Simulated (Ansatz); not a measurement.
**InH₃+ (doublet): the correlation ladder at distance In1–H3 = 2.342 Å, def2-SVP**

An exercise on one series of results from a longer session: the logs are not shown, and one member is left open.

Program: Ansatz 0.2.0, Gaussian basis. Level of theory: def2-SVP, core rule «outside noble gas», up to 9 orbitals frozen. These are calculated values, not measurements.

Plan: UHF; CCSD(T) on ROHF; CCSD(T) on UHF; BCCD(T) on ROHF; CISD; CCSDT(Q) on ROHF; CCSDT(Q) on UHF; CASSCF and MRCISD+Q, 3 electrons in 3 orbitals; CASSCF and NEVPT2, 3 electrons in 3 orbitals; Full CI.

39 further runs of the same task are left out: 21 for a known fault of the program, 15 that didn't finish, 3 set aside as unsound or not needed.

### What is computed

The geometry derives from a PBE0/def2-TZVP stationary point (not a proven minimum). One bond is set to the value named and the two fragments are kept rigid. No spin-orbit coupling is included. Elements past krypton take def2 core potentials.

4 atoms, charge 1, spin multiplicity 2.

Atoms are counted from 1 here; the program's logs count them from 0.

Bond lengths: In1–H4 1.668 Å.

Set-up of the first run:

File in.yaml:

```yaml
crystal:
  periodic: [false, false, false]
  atoms:
    - {symbol: In, position_ang: [0.000000, -0.018357, 0.006297]}
    - {symbol: H, position_ang: [0.000000, 2.333482, -0.062691]}
    - {symbol: H, position_ang: [0.000000, -0.194515, -2.329068]}
    - {symbol: H, position_ang: [0.000000, -0.047903, 1.674419]}
basis:
  gaussian: {orbitals: def2-SVP}
total_charge: 1
magnetization: {spin_polarized: true, initial_magnetization: 1}
hamiltonian: {xc: hf}
output: {orbitals: {seedname: orbitals}}
```

On the command line:

```console
$ ansatz run in.yaml --threads 1 --pin off --events-out ev --progress --plain --max-ram 2393MiB
```

Steps of the session up to this table: UHF; CCSD(T) on ROHF; CCSD(T) on UHF; BCCD(T) on ROHF; CISD; CCSDT(Q) on ROHF; CCSDT(Q) on UHF; CASSCF and MRCISD+Q, 3 electrons in 3 orbitals; CASSCF and NEVPT2, 3 electrons in 3 orbitals; Full CI.

One table of the session follows, with a row left open; its other results are not shown here.

| method | from FCI (meV) |
| --- | --- |
| ROHF | +2182.3 |
| UHF | +1924.4 |
| RMP2 | ? |
| UMP2 | +892.4 |
| RCCSD | +62.8 |
| UCCSD | +84.8 |
| RCCSD(T) | +21.0 |
| UCCSD(T) | +37.5 |
| BCCD(T) | +18.8 |
| RCCSDT | +1.3 |
| UCCSDT | +9.6 |
| RCCSDT(Q) | +0.1 |
| UCCSDT(Q) | +7.8 |
| CASSCF pair | +1255.4 |
| NEVPT2 pair | +393.8 |
| MRCISD pair | +44.6 |
| MRCISD+Q pair | -7.1 |
| FCI | 0 |

Estimate the missing values for RMP2.

The run gave: from FCI (meV): +733.6. In the column «from FCI (meV)» it lies between NEVPT2 pair (+393.8) and UMP2 (+892.4).

Among the levels timed on like hardware and quicker than the yardstick, those that no quicker one beats, quickest first: NEVPT2 pair (0.54 s, +393.8 meV); MRCISD+Q pair (0.85 s, -7.1 meV); RCCSDT(Q) (5.5 s, +0.1 meV).

Not comparable, so not listed: CISD (they don't share determinant, frozen orbitals or solution with the rows shown, or repeat one).

To keep in mind: The yardstick is full CI for this spin, exact in this basis with these frozen cores. MRCISD+Q pair falls below full CI: the +Q correction isn't variational, and the cores differ from full CI's. Of the multireference levels listed MRCISD+Q pair comes nearest in total energy (-7.1 meV), which doesn't show that its space is the better one. Levels on UHF freeze UHF's core orbitals, full CI those of ROHF, so the U rows can settle a little off it for that reason alone. Restricted and unrestricted rows rest on different reference determinants; where their highest levels disagree by more than a few hundredths of an eV, they describe different states and don't form one ladder.
